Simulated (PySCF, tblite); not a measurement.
# C₄H₉AlO: geometry, infrared bands and NMR shifts

Aim: predict the infrared bands and NMR shifts of C₄H₉AlO (`C=[C]1C[O+](C)[AlH2-]1`).

Programs: tblite 0.8.0 and PySCF 2.14.0, with density-fitted response routines of our own. Each step states its level of theory. These are calculated values for one molecule in the gas phase, unless marked as measured. Atoms count from 0, in the outputs and in this text.

**1. Starting geometry**

15 atoms, charge 0, multiplicity 1; geometry from: force field or distance geometry start.

Bonds of the start (Å): C0–C1 1.33, C1–C2 1.45, C2–O3 1.38, O3–C4 1.39, O3–Al5 1.81, Al5–C1 1.93, C0–H6 1.08, C0–H7 1.10, C2–H8 1.13, C2–H9 1.12, C4–H10 1.12, C4–H11 1.10, C4–H12 1.12, Al5–H13 1.59, Al5–H14 1.59.

**2. Relaxing the molecule with GFN2-xTB**

Job settings and geometry (Å):

```
{"job": {"kind": "relax", "xc": "GFN2-xTB", "basis": "xTB"}, "charge": 0, "multiplicity": 1}
C      2.146600    -0.624800     0.402300
C      1.061800    -0.028500    -0.087900
C      0.098100    -0.143400    -1.162200
O     -1.036800     0.310300    -0.513200
C     -1.728200    -0.600900     0.271000
Al    -0.014700     1.500600     0.384100
H      2.595600    -1.503100    -0.032300
H      2.620400    -0.206900     1.297600
H     -0.092900    -1.197300    -1.521500
H      0.326600     0.514800    -2.035900
H     -2.107600    -1.466600    -0.329200
H     -1.081500    -0.999600     1.069100
H     -2.598300    -0.068500     0.743000
H     -0.395600     1.674100     1.918400
H      0.202300     2.847900    -0.425300
```

On the command line:

```bash
$ OMP_NUM_THREADS=1 python probes_run.py task.json out
```

The driver reads the jobs from task.json and runs them one after another.

**Question.** This job is followed by: GFN2-xTB harmonic vibrations, gas phase; GIAO PBE0/pcSseg-1 NMR shielding, non-relativistic, gas phase. Predict these results of the whole session: strongest single infrared mode (GFN2-xTB); zero-point energy (GFN2-xTB); 13C shifts against TMS (PBE0/pcSseg-1); 1H shifts against TMS (PBE0/pcSseg-1, means over atoms taken as alike); 17O shifts against H2O (PBE0/pcSseg-1); 27Al shifts against AlH4- (PBE0/pcSseg-1); surface potential, 1st and 99th percentile.

**Answer**, as computed:

```
                                                              quantity                             value
                             strongest single infrared mode (GFN2-xTB)             1709 cm⁻¹, 490 km/mol
                                          zero-point energy (GFN2-xTB)                     70.5 kcal/mol
                                13C shifts against TMS (PBE0/pcSseg-1)      168.2, 127.9, 92.5, 59.2 ppm
1H shifts against TMS (PBE0/pcSseg-1, means over atoms taken as alike)  6.04, 5.78, 5.02, 4.74, 3.67 ppm
                                17O shifts against H2O (PBE0/pcSseg-1)                          11.8 ppm
                             27Al shifts against AlH4- (PBE0/pcSseg-1)                          92.1 ppm
                                 surface potential, 1st and 99th percentile                -1.12 V and 1.47 V
```

What this shows: The optimisation took 157 steps and gained 1.370 eV; among the close pairs (by a distance rule), C2–Al5 changed most, from 2.260 to 2.536 Å. No mode is imaginary among the 39: a minimum at this level. The strongest single mode, at 1709 cm⁻¹, moves mainly H14 and H13. Unscaled tight-binding wavenumbers are off by several per cent, some by more. Its intensities can rank the bands wrongly. At PBE0/pcSseg-1: The largest span, 241 ppm, is at C1, where the paramagnetic term is -242 ppm.
